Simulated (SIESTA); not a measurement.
Here is a SIESTA 5.4.2 calculation.

The input LiO8.fdf:

```
SystemName                      LiO8
SystemLabel                     LiO8
NumberOfSpecies                 2
NumberOfAtoms                   9
%block ChemicalSpeciesLabel
  1   8 O
  2   3 Li
%endblock ChemicalSpeciesLabel

LatticeConstant                 1.0 Ang
%block LatticeVectors
     4.4770192744     0.0000000000     0.0000000000
     1.8985032694     5.1900394748     0.0000000000
     1.7339827390     1.3597942459     5.0685020716
%endblock LatticeVectors
AtomicCoordinatesFormat         Fractional
%block AtomicCoordinatesAndAtomicSpecies
     0.1513920000     0.1908110000     0.1150400000  1  O
     0.8537670000     0.8366550000     0.8629400000  1  O
     0.8427740000     0.2570460000     0.1867830000  1  O
     0.1670130000     0.7742180000     0.8101990000  1  O
     0.1265040000     0.6833390000     0.2449500000  1  O
     0.8280220000     0.7609930000     0.2788500000  1  O
     0.8602840000     0.2650440000     0.7752530000  1  O
     0.1536160000     0.1974400000     0.7381060000  1  O
     0.4489400000     0.4218070000     0.0478640000  2  Li
%endblock AtomicCoordinatesAndAtomicSpecies

%block kgrid.MonkhorstPack
    7   0   0  0.0
    0   6   0  0.0
    0   0   5  0.0
%endblock kgrid.MonkhorstPack
XC.Functional                   GGA
XC.Authors                      PBE
PAO.BasisSize                   DZP
PAO.EnergyShift                 0.003 Ry
Mesh.Cutoff                     800 Ry
OccupationFunction              FD
ElectronicTemperature           0.05 eV
MaxSCFIterations                120
SCF.MustConverge                false
SCF.Mixer.Method                Pulay
SCF.Mixer.Weight                0.25
SCF.Mixer.History               8
SCF.DM.Tolerance                5.0e-05
SCF.H.Tolerance                 1.0e-03 eV
WriteForces                     true
Charge.Mulliken                 end
%block PAO.PolarizationScheme
  Li non-perturbative
%endblock PAO.PolarizationScheme
%block PAO.Basis
  Li 3
  n=1 0 2
    2.782 0.000
  n=2 0 2
    9.500 0.000
  n=2 1 1
    9.500
%endblock PAO.Basis
```

Potentials or basis: PseudoDojo 0.4 standard (PBE files), DZP (energy shift 0.003 Ry; two zetas on semicore shells).

Launch:

```console
$ siesta LiO8.fdf > LiO8.out 2>&1
```

Problem. What does it give for the band gap on the k mesh?

Solution. None (metal or under the smearing width).

Problem. Predict the largest force.

Solution. 2.581 eV/Å.

Problem. Estimate the pressure.

Solution. 0.5 GPa.

Stress tensor (GPa, compression positive):
```
 4.07 -2.17 -0.28
-2.17 -1.43  0.18
-0.28  0.18 -1.13
```

Caveat: the basis of atomic orbitals isn't converged, which shifts pressures, moduli and gaps; an odd number of electrons without spin polarisation forces a metal; a magnetic or distorted state may lie lower.
